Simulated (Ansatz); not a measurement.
**CH₇AlClNSi: basis-set convergence**

The task here is to estimate one member of a computed series from the others.

Program: Ansatz 0.2.0, Gaussian basis. Level of theory: one geometry, several basis sets. These are calculated values, not measurements.

Levels to be run: PBE0-D4/def2-SVP; ωB97M-V/def2-SVP; PBE0-D4/def2-QZVPP; ωB97M-V/def2-QZVPP; the functionals' def2-TZVPP values are taken from earlier runs.

### The geometry

The geometry comes from an earlier relaxation with PBE0-D4 in a triple-zeta def2 set; it is a stationary point, not always the lowest conformer.

12 atoms, charge 0, spin multiplicity 1.

Atoms are counted from 1 here; the program's logs count them from 0.

Bond lengths: N1–Si2 1.712 Å, N1–H6 1.006 Å, N1–H7 1.006 Å, Si2–C3 1.868 Å, Si2–H8 1.489 Å, Si2–H9 1.483 Å, C3–Al4 1.969 Å, C3–Cl5 1.869 Å, C3–H10 1.090 Å, Al4–Cl5 2.431 Å, Al4–H11 1.581 Å, Al4–H12 1.582 Å. Angles: Si2–N1–H6 120.6°, Si2–N1–H7 121.7°, H6–N1–H7 111.5°, N1–Si2–C3 118.4°, N1–Si2–H8 108.6°, N1–Si2–H9 107.0°, C3–Si2–H8 103.7°, C3–Si2–H9 107.2°, H8–Si2–H9 112.0°, Si2–C3–Al4 123.5°, Si2–C3–Cl5 109.8°, Si2–C3–H10 115.1°, Al4–C3–Cl5 78.6°, Al4–C3–H10 116.0°, Cl5–C3–H10 104.8°, C3–Al4–Cl5 48.9°, C3–Al4–H11 117.9°, C3–Al4–H12 117.8° and more.

The first run:

in.yaml

```yaml
crystal:
  periodic: [false, false, false]
  atoms:
    - {symbol: N, position_ang: [-1.175702, 0.602894, 2.041599]}
    - {symbol: Si, position_ang: [-0.176152, -0.375552, 1.053636]}
    - {symbol: C, position_ang: [0.584985, 0.385967, -0.472639]}
    - {symbol: Al, position_ang: [0.991014, -0.633780, -2.107698]}
    - {symbol: Cl, position_ang: [-0.762630, 0.978532, -1.623575]}
    - {symbol: H, position_ang: [-2.139790, 0.759568, 1.798947]}
    - {symbol: H, position_ang: [-0.802007, 1.367034, 2.579533]}
    - {symbol: H, position_ang: [1.000487, -0.812417, 1.854233]}
    - {symbol: H, position_ang: [-1.001158, -1.524297, 0.606746]}
    - {symbol: H, position_ang: [1.203358, 1.265819, -0.291963]}
    - {symbol: H, position_ang: [0.347464, -2.069808, -2.263440]}
    - {symbol: H, position_ang: [2.007132, 0.000840, -3.141381]}
basis:
  gaussian: {orbitals: def2-SVP}
hamiltonian: {xc: pbe0, dispersion: d4}
output: {orbitals: {seedname: orbitals}}
```

Run with:

```console
$ ansatz run in.yaml --threads 4 --pin off --events-out ev --progress --plain --max-ram 10444MiB
```

Among the steps run: PBE0-D4 in def2-SVP; ωB97M-V in def2-SVP; PBE0-D4 in def2-QZVPP; ωB97M-V in def2-QZVPP.

One of the session's tables, all rows but one given; the rest of the session is left out.

It belongs to the step «Density functionals: the series». 

| functional | basis | HOMO (eV) |
| --- | --- | --- |
| PBE0-D4 | def2-SVP | -7.14 |
| PBE0-D4 | def2-TZVPP | -7.30 |
| PBE0-D4 | def2-QZVPP | -7.33 |
| ωB97M-V | def2-SVP | -9.40 |
| ωB97M-V | def2-TZVPP | -9.56 |
| ωB97M-V | def2-QZVPP | ? |

Q: Estimate the row for ωB97M-V, def2-QZVPP from the others.

The run gave: HOMO (eV): -9.59. In the column «HOMO (eV)» it is the lowest.
